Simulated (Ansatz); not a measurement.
# W (Fm-3m): convergence test of the k-point mesh, by script

Wanted for W (Fm-3m): a convergence test of the k-point mesh.

This is W in the fcc structure; at room conditions it is bcc.

Computed with Ansatz 0.2.0 through its Python package. Level of theory: DFT LDA, plane waves, PAW.

### 1 Starting point

Symmetry: Fm-3m, No. 225, cubic system. The conventional cell has a = 4.060 Å, b = 4.060 Å, c = 4.060 Å, α = 90.00°, β = 90.00°, γ = 90.00°. Around W (site symmetry m-3m) lie 12 W at 2.87 Å.

Input file POSCAR_w:

```text
W
1.0
   0.00000000    2.03000000    2.03000000
   2.03000000    0.00000000    2.03000000
   2.03000000    2.03000000    0.00000000
W
1
Direct
   0.00000000    0.00000000    0.00000000
```

### 2 Script

kconv_w.py

```python
"""k-point test for W."""

import ansatz as az
from ase.io import read
import matplotlib.pyplot as plt

atoms = read("POSCAR_w", format="vasp")
system = az.Crystal.from_ase(atoms)

job = (
    system.calculation()
    .functional("lda")
    .occupations("Fermi-Dirac", width=150 * az.meV)
    .basis(450)
    .forces()
    .stress()
)

rows = []
for value in [(3, 3, 3), (4, 4, 4), (6, 6, 6), (8, 8, 8), (9, 9, 9), (12, 12, 12)]:
    r = job.kpoints(*value).run().report
    rows.append((value, r["free_energy_ev"] / len(r["lattice"]["sites"]), r["n_iterations"], sum(r["stress_gpa"][i][i] for i in range(3)) / 3, max(abs(f) for row in r["forces_ev_ang"] for f in row), r["n_kpoints"]))

print("        mesh   F/atom (eV)    iterations       P (GPa)  max component (eV/A)      k-points")
for row in rows:
    print(f"{str(row[0]):>12s}  {row[1]:12.5f}  {row[2]:12d}  {row[3]:12.3f}  {row[4]:20.4f}  {row[5]:12d}")

# the last row is the reference
for row in rows[:-1]:
    shift = 1000 * (row[1] - rows[-1][1])
    print(f"{row[0]}: {shift:+.2f} meV/atom" + ("  (within 1 meV)" if abs(shift) < 1 else ""))
plt.figure(figsize=(4.5, 3))
plt.plot([str(row[0]) for row in rows], [1000 * (row[1] - rows[-1][1]) for row in rows], "o-")
plt.xlabel("mesh")
plt.ylabel("F - F(last) (meV/atom)")
plt.tight_layout()
plt.savefig("kconv.png", dpi=100)
```

### 3 The calls as engine input

The package turns the script's settings into the engine's input (first run):

```yaml
crystal:
  lattice:
    - [0.0, 2.03, 2.03]
    - [2.03, 0.0, 2.03]
    - [2.03, 2.03, 0.0]
  atoms:
    - { symbol: W, position: [0.0, 0.0, 0.0] }
basis:
  ecutwfc: 450.0
kpoints:
  mp_grid:
    grid: [3, 3, 3]
hamiltonian:
  xc: lda
scf:
  occupations:
    method: fermi_dirac
    width: 0.15
output:
  forces: true
  stress: true
```

### 4 The run

On the command line:

```sh
> python kconv_w.py
```

Standard output:

```text
        mesh   F/atom (eV)    iterations       P (GPa)  max component (eV/A)      k-points
   (3, 3, 3)  -10128.98722             6       -10.909                0.0000             4
   (4, 4, 4)  -10129.41848             6       -17.892                0.0000             8
   (6, 6, 6)  -10129.29360             6       -17.124                0.0000            16
   (8, 8, 8)  -10129.34802             6       -17.308                0.0000            29
   (9, 9, 9)  -10129.33713             6       -18.010                0.0000            35
(12, 12, 12)  -10129.33695             6       -17.722                0.0000            72
(3, 3, 3): +349.73 meV/atom
(4, 4, 4): -81.54 meV/atom
(6, 6, 6): +43.34 meV/atom
(8, 8, 8): -11.07 meV/atom
(9, 9, 9): -0.19 meV/atom  (within 1 meV)
```

Wall time 4.9 s (1 thread of Arm Neoverse V1, shared host); peak memory 0.42 GiB.

### 5 What changed from run to run

The engine's inputs for some of the other runs:

Run 3, against run 1:

```diff
@@ -12 +12 @@
-    grid: [3, 3, 3]
+    grid: [6, 6, 6]
```

Run 5, against run 1:

```diff
@@ -12 +12 @@
-    grid: [3, 3, 3]
+    grid: [9, 9, 9]
```

Run 6, against run 1:

```diff
@@ -12 +12 @@
-    grid: [3, 3, 3]
+    grid: [12, 12, 12]
```

### 6 The engine's runs

The 6 runs, in the order started:

```csv
run,k mesh,energy from run 6 (meV/atom),pressure (GPa),SCF cycles,CPU time (s)
1,"[3, 3, 3]",349.73,-10.91,6,0.24
2,"[4, 4, 4]",-81.54,-17.89,6,0.21
3,"[6, 6, 6]",43.34,-17.12,6,0.3
4,"[8, 8, 8]",-11.07,-17.31,6,0.44
5,"[9, 9, 9]",-0.19,-18.01,6,0.5
6,"[12, 12, 12]",0.00,-17.72,6,0.89
```

Energies are free energies F = E - TS of the smeared occupations. 

### 7 Summary of results

| quantity | value |
| --- | --- |
| runs compared | 6 |
| last run but one, from the last | -0.19 meV/atom |
| within 5 meV/atom of the last run from | [9, 9, 9] |

What this shows: From 9×9×9 on it stays within 1 meV an atom of the value at 12×12×12; the first row (3×3×3) is off by 349.7 meV and the last but one by 0.19 meV. That rests on few rows after larger swings, so the series isn't shown to be converged. This holds for F at a smearing of 0.15 eV; a narrower one needs a denser mesh. It goes up and down, since the sum over k-points isn't variational. The pressure moves from -10.91 to -17.72 GPa. What to keep in mind:
- A Fermi-Dirac width this large means warm electrons, whose thermal share enters the free energy.
- Forces vanish by symmetry here and test nothing.
- Pressure is positive in compression.
- Spin-orbit coupling, which matters for elements this heavy, is left out.
- At these settings the cell as given stands under about -18 GPa, so it isn't at this functional's equilibrium volume.
- This isn't the structure that W takes at ambient conditions.
- Shifts are counted from the finest mesh, which is itself no proven limit.
